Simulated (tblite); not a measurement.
# C4H11BrGeO2: the cost of one run

Programs: tblite 0.8.0 and PySCF 2.14.0, with density-fitted response routines of our own. Each step states its level of theory. These are calculated values for one molecule in the gas phase, unless marked as measured. Atoms count from 0, in the outputs and in this text.

## (1) Starting geometry

19 atoms, charge 0, multiplicity 1; geometry from: force field or distance geometry start.

Bonds of the start (Å): C0–O1 1.42, O1–C2 1.41, C2–Ge3 1.95, Ge3–C4 1.95, Ge3–Br5 2.34, Ge3–O6 1.80, O6–C7 1.41, C0–H8 1.11, C0–H9 1.12, C0–H10 1.10, C2–H11 1.12, C2–H12 1.11, C4–H13 1.12, C4–H14 1.11, C4–H15 1.11, C7–H16 1.11, C7–H17 1.11, C7–H18 1.11.

## (2) Optimising the geometry with GFN2-xTB

Job settings and geometry (Å):

```
{"job": {"kind": "relax", "xc": "GFN2-xTB", "basis": "xTB"}, "charge": 0, "multiplicity": 1}
C      2.500700     1.364200     0.029300
O      1.401100     0.573800    -0.392000
C      0.650400     0.204800     0.748900
Ge    -0.867000    -0.867400     0.151100
C     -0.181900    -2.567700    -0.502800
Br    -2.269900    -1.309500     1.968700
O     -1.780000    -0.056200    -1.167900
C     -2.191900     1.204500    -0.700000
H      3.094900     1.636000    -0.862600
H      2.137200     2.311600     0.504900
H      3.157400     0.809300     0.723400
H      0.233900     1.103200     1.266100
H      1.235100    -0.401800     1.466500
H      0.498500    -2.376400    -1.372300
H     -1.030500    -3.195100    -0.835700
H      0.378900    -3.079800     0.307600
H     -1.326900     1.867700    -0.510900
H     -2.837900     1.107600     0.202000
H     -2.811800     1.680300    -1.489900
```

Started as:

```
OMP_NUM_THREADS=1 python probes_run.py task.json out
```

This one command runs all jobs of the session in turn.

**Question.** How long does this first job take on 1 thread of Arm Neoverse N1, shared host, and how much memory does it need?

About 1.2 s, with a peak of 0.18 GiB.
